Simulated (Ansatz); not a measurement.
# C2H5GaO: the cost of one run

Computed with Ansatz 0.2.0, Gaussian basis. Level: RKS PBE0-D4/def2-TZVP.

Plan: relaxation at PBE0-D4/def2-TZVP; harmonic vibrations at the same level.

1 further run of the same task is left out (set aside as unsound or not needed).

### Step 1. Starting geometry

9 atoms, charge 0, spin multiplicity 1.

Atoms are counted from 1 here; the program's logs count them from 0.

Bond lengths: C1–C2 1.331 Å, C1–H5 1.079 Å, C1–H6 1.081 Å, C2–O3 1.373 Å, C2–Ga4 2.010 Å, O3–H7 0.972 Å, Ga4–H8 1.607 Å, Ga4–H9 1.581 Å. Angles: C2–C1–H5 123.2°, C2–C1–H6 118.8°, H5–C1–H6 118.0°, C1–C2–O3 121.8°, C1–C2–Ga4 123.7°, O3–C2–Ga4 114.5°, C2–O3–H7 109.1°, C2–Ga4–H8 113.0°, C2–Ga4–H9 125.1°, H8–Ga4–H9 121.9°.

Geometry (Å):

```mol
C2H5GaO
  3D, bonds by distance, orders not assigned

  9  8  0  0  0  0  0  0  0  0999 V2000
   -0.1516    1.3969   -0.7245 C   0  0
    0.2860    0.1977   -0.3487 C   0  0
    1.4200   -0.3589   -0.8856 O   0  0
   -0.6195   -0.9335    1.0448 Ga  0  0
    0.3466    2.0013   -1.4666 H   0  0
   -1.0513    1.7886   -0.2717 H   0  0
    1.5685   -1.2315   -0.4830 H   0  0
    0.1321   -2.3299    1.3049 H   0  0
   -1.9308   -0.5306    1.8304 H   0  0
  1  2  8  0
  2  3  8  0
  2  4  8  0
  1  5  8  0
  1  6  8  0
  3  7  8  0
  4  8  8  0
  4  9  8  0
M  END
```

The start is a GFN2-xTB geometry.

### Step 2. Relaxation at PBE0-D4/def2-TZVP

Input file in.yaml:

```yaml
crystal:
  periodic: [false, false, false]
  atoms:
    - {symbol: C, position_ang: [-0.151560, 1.396870, -0.724470]}
    - {symbol: C, position_ang: [0.286020, 0.197690, -0.348690]}
    - {symbol: O, position_ang: [1.420030, -0.358930, -0.885620]}
    - {symbol: Ga, position_ang: [-0.619470, -0.933490, 1.044760]}
    - {symbol: H, position_ang: [0.346620, 2.001320, -1.466610]}
    - {symbol: H, position_ang: [-1.051310, 1.788580, -0.271680]}
    - {symbol: H, position_ang: [1.568480, -1.231510, -0.482960]}
    - {symbol: H, position_ang: [0.132050, -2.329940, 1.304920]}
    - {symbol: H, position_ang: [-1.930850, -0.530600, 1.830360]}
basis:
  gaussian: {orbitals: def2-TZVP}
hamiltonian: {xc: pbe0, dispersion: d4}
relax: {f_tol: 0.005, max_steps: 150}
```

Started as:

```
> ansatz run in.yaml --threads 2 --pin off --events-out ev --progress --plain --max-ram 4352MiB
```

Q: Estimate wall time and peak memory on 2 threads of AMD EPYC 7B13, shared host.

About 34 s, with a peak of 0.42 GiB.
